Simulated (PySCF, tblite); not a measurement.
# C7H6F3OP: geometry, infrared bands and NMR shifts

What infrared bands and NMR shifts should C7H6F3OP (`O=P1(C(F)=C(F)F)C=CCC=C1`) show?

The runs use tblite 0.8.0 and PySCF 2.14.0, with density-fitted response routines of our own; the level of theory stands in each step. All values are computed, except where a source is named. Atoms count from 0, in the outputs and in this text.

## (1) Starting geometry

18 atoms, charge 0, multiplicity 1; geometry from: force field or distance geometry start.

Bonds of the start (Å): O0–P1 1.50, P1–C2 1.78, C2–F3 1.36, C2–C4 1.32, C4–F5 1.35, C4–F6 1.37, P1–C7 1.79, C7–C8 1.33, C8–C9 1.48, C9–C10 1.46, C10–C11 1.34, C11–P1 1.80, C7–H12 1.09, C8–H13 1.11, C9–H14 1.12, C9–H15 1.12, C10–H16 1.10, C11–H17 1.09.

## (2) Geometry optimisation with GFN2-xTB

The job: settings as JSON, then the geometry in Å.

```
{"job": {"kind": "relax", "xc": "GFN2-xTB", "basis": "xTB"}, "charge": 0, "multiplicity": 1}
O      0.248700    -0.540700     1.664500
P      0.465200    -0.448600     0.180200
C      2.103800    -0.928900    -0.329500
F      2.350900    -2.157100    -0.845800
C      3.102400    -0.069100    -0.233300
F      2.975700     1.191300     0.239200
F      4.344000    -0.464600    -0.658000
C     -0.780100    -1.403700    -0.683100
C     -1.953500    -0.810600    -0.854900
C     -2.249900     0.557600    -0.362100
C     -1.175600     1.538300    -0.500300
C      0.111300     1.251000    -0.282400
H     -0.578200    -2.414100    -1.037700
H     -2.751500    -1.358000    -1.391000
H     -3.110600     0.940800    -0.974400
H     -2.621600     0.560500     0.695500
H     -1.392500     2.575400    -0.782600
H      0.902600     1.986800    -0.385500
```

Command:

```
OMP_NUM_THREADS=1 python probes_run.py task.json out
```

One launch serves the whole session: the jobs run in the order shown.

**Question.** This job is followed by: GFN2-xTB harmonic vibrations, gas phase; GIAO PBE0/pcSseg-1 NMR shielding, non-relativistic, gas phase. What will the session give for the following? strongest single infrared mode (GFN2-xTB); zero-point energy (GFN2-xTB); 13C shifts against TMS (PBE0/pcSseg-1, means over atoms taken as alike); 1H shifts against TMS (PBE0/pcSseg-1, means over atoms taken as alike); 17O shifts against H2O (PBE0/pcSseg-1); 31P shifts against H3PO4 (PBE0/pcSseg-1); 19F shifts against CFCl3 (PBE0/pcSseg-1).

The runs gave:

```
                                                               quantity                                 value
                              strongest single infrared mode (GFN2-xTB)                 1728 cm⁻¹, 293 km/mol
                                           zero-point energy (GFN2-xTB)                         72.1 kcal/mol
13C shifts against TMS (PBE0/pcSseg-1, means over atoms taken as alike)  172.8, 153.9, 135.8, 132.5, 34.7 ppm
 1H shifts against TMS (PBE0/pcSseg-1, means over atoms taken as alike)            7.21, 6.59, 3.01, 2.91 ppm
                                 17O shifts against H2O (PBE0/pcSseg-1)                              83.1 ppm
                               31P shifts against H3PO4 (PBE0/pcSseg-1)                             -35.4 ppm
                               19F shifts against CFCl3 (PBE0/pcSseg-1)             -77.8, -108.4, -218.6 ppm
```

Relaxing lowered the energy by 0.698 eV in 185 steps; the close pair that moved most is P1–C2, from 1.782 to 1.843 Å. No mode is imaginary among the 48: a minimum at this level. The strongest single mode, at 1728 cm⁻¹, moves mainly C4 and C2. GFN2-xTB is a fitted tight-binding method: band positions and strengths are rough. Its intensities can rank the bands wrongly.
